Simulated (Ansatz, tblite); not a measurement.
**Ga(H2S)H3 (GaH₅S): spin states and exact exchange**

Is the singlet the ground state of Ga(H2S)H3 (GaH₅S)? Other spin states are computed and compared level by level.

Method: as each input shows; program: Ansatz 0.2.0, Gaussian basis.

Levels to be run: triplet, at the geometry of the singlet (GFN1-xTB, GFN2-xTB, PBE0-D4/def2-TZVP, PBE-D4/def2-TZVP, r2SCAN-D4/def2-TZVP); the singlet's energies come from earlier runs.

## (1) The relaxed structure

The geometry is that of the singlet, from an earlier relaxation (PBE0-D4/def2-TZVP).

7 atoms, charge 0, spin multiplicity 1.

Bond lengths: Ga1–S2 2.595 Å, Ga1–H5 1.574 Å, Ga1–H6 1.576 Å, Ga1–H7 1.575 Å, S2–H3 1.343 Å, S2–H4 1.343 Å. Angles: S2–Ga1–H5 94.8°, S2–Ga1–H6 97.5°, S2–Ga1–H7 94.7°, H5–Ga1–H6 119.0°, H5–Ga1–H7 119.2°, H6–Ga1–H7 119.0°, Ga1–S2–H3 97.7°, Ga1–S2–H4 97.7°, H3–S2–H4 92.7°.

## (2) Triplet at the fixed geometry, GFN1-xTB

Tight binding, by tblite at 300 K electronic temperature and without a spin-polarisation term:

```python
tblite.interface.Calculator('GFN1-xTB', numbers, positions, charge=0, uhf=2).singlepoint()
```

Energy -203.4977 eV; 0.018 s.

## (3) Triplet at the fixed geometry, GFN2-xTB

Tight binding, by tblite at 300 K electronic temperature and without a spin-polarisation term:

```python
tblite.interface.Calculator('GFN2-xTB', numbers, positions, charge=0, uhf=2).singlepoint()
```

Energy -183.6809 eV; 0.011 s.

## (4) Triplet at the fixed geometry, PBE0-D4/def2-TZVP

Input file in.yaml:

```yaml
crystal:
  periodic: [false, false, false]
  atoms:
    - {symbol: Ga, position_ang: [0.120742, -0.204581, -1.101819]}
    - {symbol: S, position_ang: [0.145130, -0.247510, 1.493169]}
    - {symbol: H, position_ang: [0.523587, 1.025997, 1.691174]}
    - {symbol: H, position_ang: [-1.151970, 0.040886, 1.689655]}
    - {symbol: H, position_ang: [1.688459, -0.198413, -1.247330]}
    - {symbol: H, position_ang: [-0.667286, 1.148613, -1.278244]}
    - {symbol: H, position_ang: [-0.658651, -1.564972, -1.246615]}
basis:
  gaussian: {orbitals: def2-TZVP}
magnetization: {spin_polarized: true, initial_magnetization: 2}
hamiltonian: {xc: pbe0, dispersion: d4}
scf: {omitted_lower_state_checks: [starts]}
output: {orbitals: {seedname: orbitals}}
```

Run with:

```sh
$ ansatz run in.yaml --threads 4 --pin off --events-out ev --progress --plain --max-ram 3916MiB
```

Output:

```text
Functional definition: PBE0
  name "PBE0"
  cite "Adamo & Barone, J. Chem. Phys. 110, 6158 (1999) doi:10.1063/1.478522"
  cite "Perdew, Burke & Ernzerhof, Phys. Rev. Lett. 77, 3865 (1996) doi:10.1103/PhysRevLett.77.3865"
  parent pbe
  parameter a = 0.25
  parameter kappa = 0.804
  parameter beta = 0.06672455060314922
  exchange = (1 - a)*pbe_x(kappa = kappa, mu = beta*pi^2/3) + a*exact_x
  correlation = pbe_c(beta = beta)
these checks for a lower state are left out or cut short: starts
904 factors; their error is unknown
mean field evaluation 1: about -63274.6399 eV, gradient 1.8e1 eV
mean field evaluation 2: about -63267.4220 eV, gradient 3.4e1 eV
mean field evaluation 4: about -63273.8099 eV, gradient 1.8e1 eV
mean field evaluation 8: about -63277.3505 eV, gradient 2.2e0 eV
mean field evaluation 16: about -63277.7976 eV, gradient 1.5e-1 eV
mean field -63277.83023363 eV, -2325.4173698320 hartree, gradient 6.4e-6 eV, S^2 2.006492; 0 other end points of the search recorded, 0 dependent functions left out
reference -63277.83026785 eV, -2325.4173710896 hartree; 27, 25 occupied and 88, 90 virtual orbitals, 904 factors
Total energy: -63277.93149803 eV, -2325.4210912301 hartree
Checks for a lower state left out: starts
```

It took 18 s on 4 threads of Intel Xeon at 2.50GHz, shared host.

HOMO -2.32 eV, LUMO -6.59 eV (over both spins; with the spin held, an empty level of the minority spin lies below the top filled one); ⟨S²⟩ 2.006 (pure: 2.00).

## (5) Triplet at the fixed geometry, PBE-D4/def2-TZVP

start.molden holds the orbitals of an earlier run on this state, given as this run's starting guess.

in.yaml: that of step 4 with these lines changed.

```diff
@@ -11,5 +11,5 @@
 basis:
-  gaussian: {orbitals: def2-TZVP}
+  gaussian: {orbitals: def2-TZVP, initial_orbitals: start.molden}
 magnetization: {spin_polarized: true, initial_magnetization: 2}
-hamiltonian: {xc: pbe0, dispersion: d4}
+hamiltonian: {xc: pbe, dispersion: d4}
 scf: {omitted_lower_state_checks: [starts]}
```

Launched as before.

Output:

```text
Functional definition: PBE
  name "PBE"
  cite "Perdew, Burke & Ernzerhof, Phys. Rev. Lett. 77, 3865 (1996) doi:10.1103/PhysRevLett.77.3865"
  parent pbe
  parameter kappa = 0.804
  parameter beta = 0.06672455060314922
  exchange = pbe_x(kappa = kappa, mu = beta*pi^2/3)
  correlation = pbe_c(beta = beta)
these checks for a lower state are left out or cut short: starts
849 factors; their error is unknown
mean field evaluation 1: about -63275.9039 eV, gradient 7.6e0 eV
mean field evaluation 2: about -63276.0112 eV, gradient 2.0e-1 eV
mean field evaluation 4: about -63275.9976 eV, gradient 2.6e-2 eV
mean field evaluation 8: about -63275.9976 eV, gradient 1.9e-5 eV
mean field evaluation 16: about -63275.9976 eV, gradient 2.2e-6 eV
mean field -63275.99764358 eV, -2325.3500233900 hartree, gradient 2.2e-6 eV, S^2 2.003733; 0 other end points of the search recorded, 0 dependent functions left out
reference -63275.99768934 eV, -2325.3500250716 hartree; 27, 25 occupied and 88, 90 virtual orbitals, 849 factors
Total energy: -63276.11761700 eV, -2325.3544323317 hartree
Checks for a lower state left out: starts
```

Wall time 7.5 s (4 threads of Intel Xeon at 2.50GHz, shared host).

From the report: HOMO -1.71 eV, LUMO -7.44 eV (over both spins; with the spin held, an empty level of the minority spin lies below the top filled one); ⟨S²⟩ 2.004 (pure: 2.00).

## (6) Triplet at the fixed geometry, r2SCAN-D4/def2-TZVP

in.yaml: that of step 5 with these lines changed.

```diff
@@ -13,3 +13,3 @@
 magnetization: {spin_polarized: true, initial_magnetization: 2}
-hamiltonian: {xc: pbe, dispersion: d4}
+hamiltonian: {xc: r2scan, dispersion: d4}
 scf: {omitted_lower_state_checks: [starts]}
```

Same command.

Output:

```text
Functional definition: r2SCAN
  name "r2SCAN"
  cite "Furness, Kaplan, Ning, Perdew & Sun, J. Phys. Chem. Lett. 11, 8208 (2020) doi:10.1021/acs.jpclett.0c02405"
  cite "Furness, Kaplan, Ning, Perdew & Sun, J. Phys. Chem. Lett. 11, 9248 (2020) doi:10.1021/acs.jpclett.0c03077"
  parent r2scan
  parameter k0 = 0.174
  parameter k1 = 0.065
  parameter a1 = 4.9479
  exchange = r2scan_x(k0 = k0, k1 = k1, a1 = a1)
  correlation = r2scan_c
these checks for a lower state are left out or cut short: starts
849 factors; their error is unknown
mean field evaluation 1: about -63287.6607 eV, gradient 5.4e0 eV
mean field evaluation 2: about -63287.7039 eV, gradient 8.0e-2 eV
mean field evaluation 4: about -63287.6826 eV, gradient 2.1e-3 eV
mean field evaluation 8: about -63287.6826 eV, gradient 5.3e-5 eV
mean field -63287.68259338 eV, -2325.7794373746 hartree, gradient 2.8e-6 eV, S^2 2.007801; 0 other end points of the search recorded, 0 dependent functions left out
reference -63287.68260924 eV, -2325.7794379576 hartree; 27, 25 occupied and 88, 90 virtual orbitals, 849 factors
Total energy: -63287.70973475 eV, -2325.7804348017 hartree
Checks for a lower state left out: starts
```

Run time: 16 s. Hardware: 4 threads of Intel Xeon at 2.50GHz, shared host.

HOMO -1.74 eV, LUMO -7.25 eV (over both spins; with the spin held, an empty level of the minority spin lies below the top filled one); ⟨S²⟩ 2.008 (pure: 2.00).

## (7) Triplet less singlet, vertical

The singlet's energies are those of its earlier runs, whose logs aren't repeated here.

| level | triplet less singlet, vertical (eV) | time |
| --- | --- | --- |
| GFN1-xTB | +7.084 | 0.032 s |
| GFN2-xTB | +5.875 | 0.019 s |
| PBE-D4/def2-TZVP | +5.758 | 9 s |
| r2SCAN-D4/def2-TZVP | +5.961 | 18 s |
| PBE0-D4/def2-TZVP | +6.070 | 20 s |

Times add the two runs; a level without a time comes out of a correlated run. Tight binding without a spin term can't rank spin states.

## (8) Results

| quantity | value |
| --- | --- |
| triplet less singlet, vertical, functionals in def2-TZVP | +5.758 (PBE-D4) to +6.070 eV (PBE0-D4) |

**Reading.** All functionals put the triplet above the singlet, over a spread of 0.311 eV. The checks for a lower triplet were left out, so another state of that spin may lie lower. These are electronic energies, without zero-point motion, entropy or surroundings.
